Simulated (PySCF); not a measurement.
**[Yb(HCN)]3+: other functionals and bases at one geometry**

An exercise on one series of results from a longer session: the logs are not shown, and one member is left open.

Method: several levels, as the steps say, no spin–orbit coupling; program: PySCF 2.14.0.

3 further runs of the same task are left out: 2 for a known fault of the program, 1 that didn't finish.

**Starting geometry**

4 atoms, charge 3, spin multiplicity 1.

Bond lengths: Yb1–N2 2.153 Å, N2–C3 1.167 Å, C3–H4 1.118 Å. Angles: Yb1–N2–C3 180.0°, N2–C3–H4 180.0°.

Coordinates:

```
Yb    0.0000    0.0000   -0.1981
N     0.0000    0.0000    1.9551
C     0.0000    0.0000    3.1221
H     0.0000    0.0000    4.2403
```

Formal oxidation states: Yb +3. Each metal's 13 4f electrons lie in its core potential, so multiplicities, spins and levels count the valence alone. An earlier session relaxed this geometry at PBE0, Yb lcecp-1-SVP with ECP59, N def2-SVP, C def2-SVP, H def2-SVP (singlet, point group C∞v).

At PBE0 on the finer grid: E = -131.299774 Eh, HOMO -27.42 eV, LUMO -19.96 eV, Mulliken charge on Yb1 +2.48 e, largest force component 0.002 eV/Å. 

Levels to run: B3LYP; TPSS; BLYP; wB97X; PBE0, TZVP. Hardware: 2 threads of Intel Xeon 6975P-C (Granite Rapids), shared host.

The first run:

run.py (the lines that set the calculation)

```python
mol = gto.M(atom='''
Yb     0.00000     0.00000    -0.19815
N      0.00000     0.00000     1.95510
C      0.00000     0.00000     3.12215
H      0.00000     0.00000     4.24026''',
    basis={'Yb': 'lcecp-1-SVP', 'N': 'def2-SVP', 'C': 'def2-SVP', 'H': 'def2-SVP'},
    ecp={'Yb': 'lcecp-1-SVP'},
    charge=3, spin=0)
mf = dft.RKS(mol, xc='B3LYP')
mf.grids.atom_grid = (75, 302)  # f atoms: unpruned, at least (60, 302)
mf = mf.density_fit()  # fitting sets: Yb AutoAux, N def2-universal-JKFIT, C def2-universal-JKFIT, H def2-universal-JKFIT
mf.conv_tol = 1e-08; mf.max_cycle = 55
mf.kernel(dm0)  # dm0: the density of the relaxed state
```

On the command line:

```bash
$ OMP_NUM_THREADS=2 python run.py
```

Steps of the session up to this table: B3LYP; TPSS; BLYP; wB97X; PBE0, TZVP.

One of the session's tables, all rows but one given; the rest of the session is left out.

```
              level  HOMO (eV)  gap (eV)  charge on Yb1 (e)  dipole (D)  largest force component (eV/Å)
PBE0 (relaxed here)     -27.42      7.46               2.48        5.52                            0.00
              B3LYP     -27.16      6.67               2.45        5.60                            0.29
               TPSS     -26.12      5.36               2.45        5.70                            1.11
               BLYP          ?         ?                  ?           ?                               ?
              wB97X     -29.75     12.35               2.50        5.21                            0.54
         PBE0, TZVP     -27.33      7.41               2.59        5.57                            0.85
```

Estimate the missing values for BLYP.

As computed: HOMO (eV): -26.01; gap (eV): 4.90; charge on Yb1 (e): 2.40; dipole (D): 5.85; largest force component (eV/Å): 1.44. In the column «HOMO (eV)» it is the highest.

The dipole of a charged species depends on the origin, so these sizes hold for this origin alone.

In one basis the HOMO–LUMO gap runs from 4.90 eV (BLYP) to 12.35 eV (wB97X). The largest leftover force, 1.44 eV/Å with BLYP, stands at a geometry relaxed at another level. With 4f in the core, its levels are missing from HOMO and gap, and its count is fixed, so no charge can pass from the ligands into it. Total energies of different levels can't be compared.
